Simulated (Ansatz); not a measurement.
# CuF: the cost of one run

Method: def2-QZVPP, core rule «outside noble gas», up to 10 orbitals frozen; program: Ansatz 0.2.0, Gaussian basis.

Plan: UHF; ROHF; CCSD(T) on UHF.

### Step 1. What is computed

The geometry is a PBE0/def2-TZVP stationary point (not a proven minimum) of the parent state, kept for this charge and spin.

2 atoms, charge 1, spin multiplicity 4.

Atoms are counted from 1 here; the program's logs count them from 0.

Bond lengths: Cu1–F2 1.691 Å.

### Step 2. UHF

Input file in.yaml:

```yaml
crystal:
  periodic: [false, false, false]
  atoms:
    - {symbol: Cu, position_ang: [0.000000, 0.000000, 0.000000]}
    - {symbol: F, position_ang: [0.000000, 0.000000, 1.690800]}
basis:
  gaussian: {orbitals: "def2-QZVPP.json"}
total_charge: 1
magnetization: {spin_polarized: true, initial_magnetization: 3}
hamiltonian: {xc: hf}
output: {orbitals: {seedname: orbitals}}
```

Launch:

```
> ansatz run in.yaml --threads 1 --pin off --events-out ev --progress --plain --max-ram 2816MiB --backend cpu
```

**Question.** How long does this run take on 1 thread of AMD EPYC 7R13, shared host, and how much memory does it need?

About 19 s, with a peak of 0.49 GiB.
